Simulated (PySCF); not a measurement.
# F2H3PSn: the cost of one run

Programs: PySCF 2.14.0, with routines of our own; each step states its level. All values are computed. Atoms count from 0.

### 1 The starting structure

7 atoms, charge 0, multiplicity 1; geometry from: GFN2-xTB.

### 2 Relaxing the molecule at PBE0-D3(BJ)/def2-SVP

The job: settings as JSON, then the geometry in Å.

```
{"job": {"xc": "PBE0", "basis": "def2-SVP", "d3": "d3bj", "grid": 1, "maxiter": 30, "shake": 0.01, "kind": "geom"}, "charge": 0, "multiplicity": 1}
F      2.058990    -1.297740     0.120450
P      1.484780    -0.097290    -0.836600
F      2.132990     1.071680     0.048360
Sn    -0.908510     0.050060     0.041000
H     -1.219960     0.100180     1.692960
H     -1.699850     1.404640    -0.595870
H     -1.814480    -1.260630    -0.520230
```

On the command line:

```
$ OMP_NUM_THREADS=1 python heavy_run.py task.json out
```

This one command runs all jobs of the session in turn.

**Question.** How long does this first job take on 1 thread of Arm Neoverse V2, shared host, and how much memory does it need?

About 20 s, with a peak of 0.37 GiB.
